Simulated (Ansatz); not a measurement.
The system is GaGe3.

```
Ge Ga
1.0
     0.00000    3.38717    3.38717
     3.38717    0.00000    3.38717
     3.38717    3.38717    0.00000
Ge Ga
3 1
Direct
  0.50000 0.50000 0.50000
  0.75000 0.75000 0.75000
  0.25000 0.25000 0.25000
  0.00000 0.00000 0.00000
```

The cell comes from a database or a generator and needn't be the stable form of this composition.

Base run:

```yaml
Program: Ansatz 0.2.0
Functional: LDA
Potentials_or_basis: all-electron LAPW, scalar-relativistic
Cutoff: 185 eV
Density_cutoff: 739 eV
Basis_error_allowed: 0.002 eV/atom
k_mesh: 7 × 7 × 7
Occupations: fermi-dirac, width 0.05 eV
Spin: no spin polarisation
```

Its results: pressure -5.5 GPa.

Problem. The run is repeated on the same cell with these changes: functional from LDA to PBE. What comes out?

Solution. Pressure -0.5 GPa.

PBE binds less tightly than LDA, so the same cell stands under more pressure.

Not every run made on this cell is shown here.
